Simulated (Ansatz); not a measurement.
# ClH3Si: the cost of one run

Program: Ansatz 0.2.0, Gaussian basis. Level of theory: PBE0-D4/def2-TZVP structures, single points in def2-TZVPP, no counterpoise correction. These are calculated values, not measurements.

Levels: SPW92, PBE-D4, BLYP-D4, r2SCAN-D4, B97M-V, PBE0-D4, B3LYP-D4, r2SCAN0-D4, BHLYP-D4, CAM-B3LYP-D4, wB97X-V, wB97M-V, B2PLYP, PBE-QIDH, RPA on PBE, Hartree-Fock, MP2, CCSD, CCSD(T).

Correlated methods freeze the cores. B3LYP uses VWN-RPA correlation. B2PLYP carries no dispersion term here.

57 further runs of the same task are left out: 1 that didn't finish, 56 set aside as unsound or not needed.

## Step 1: The system as given

The complex: 11 atoms, charge 0, spin multiplicity 1.

Atoms are counted from 1 here; the program's logs count them from 0.

Bond lengths: Si1–Cl3 2.106 Å, Si1–H6 1.474 Å, Si1–H7 1.474 Å, Si1–H8 1.484 Å, Si2–H4 1.518 Å, Si2–Si5 2.374 Å, Si5–H9 1.492 Å, Si5–H10 1.492 Å, Si5–H11 1.494 Å. Angles: Cl3–Si1–H6 107.5°, Cl3–Si1–H7 107.6°, Cl3–Si1–H8 103.5°, H6–Si1–H7 114.4°, H6–Si1–H8 111.6°, H7–Si1–H8 111.5°, H4–Si2–Si5 93.6°, Si2–Si5–H9 115.7°, Si2–Si5–H10 111.9°, Si2–Si5–H11 107.2°, H9–Si5–H10 107.1°, H9–Si5–H11 107.6°, H10–Si5–H11 107.0°.

Coordinates:

```xyz
11
ClH7Si3
Si   -0.7912   -1.1999    2.0396
Si    1.1612    0.4502    0.1261
Cl   -0.3671   -1.5049   -0.0006
H     2.2051   -0.3791   -0.6007
Si    0.2632    1.3486   -1.8793
H     0.4634   -1.3950    2.7878
H    -1.3785    0.1454    2.1756
H    -1.7830   -2.2592    2.3494
H     0.1033    0.3828   -3.0058
H    -1.0679    1.9848   -1.6559
H     1.1916    2.4264   -2.3362
```

Its parts: SiH₃Cl holds atoms 1, 3, 6, 7, 8; Si₂H₄ holds atoms 2, 4, 5, 9, 10, 11. Each part counts its atoms afresh in its own runs.

## Step 2: Relaxing SiH₃Cl alone

Contents of relax-a/in.yaml:

```yaml
crystal:
  periodic: [false, false, false]
  atoms:
    - {symbol: Si, position_ang: [-0.791238, -1.199880, 2.039603]}
    - {symbol: Cl, position_ang: [-0.367102, -1.504895, -0.000618]}
    - {symbol: H, position_ang: [0.463407, -1.394986, 2.787815]}
    - {symbol: H, position_ang: [-1.378499, 0.145357, 2.175570]}
    - {symbol: H, position_ang: [-1.782967, -2.259200, 2.349366]}
basis:
  gaussian: {orbitals: def2-TZVP}
hamiltonian: {xc: pbe0, dispersion: d4}
relax: {f_tol: 0.005, max_steps: 200}
```

Command:

```sh
> ansatz run in.yaml --threads 4 --pin off --events-out ev --progress --plain --max-ram 9574MiB
```

Q: Estimate wall time and peak memory on 4 threads of Intel Xeon at 2.50GHz, shared host.

About 12 s, with a peak of 0.53 GiB.
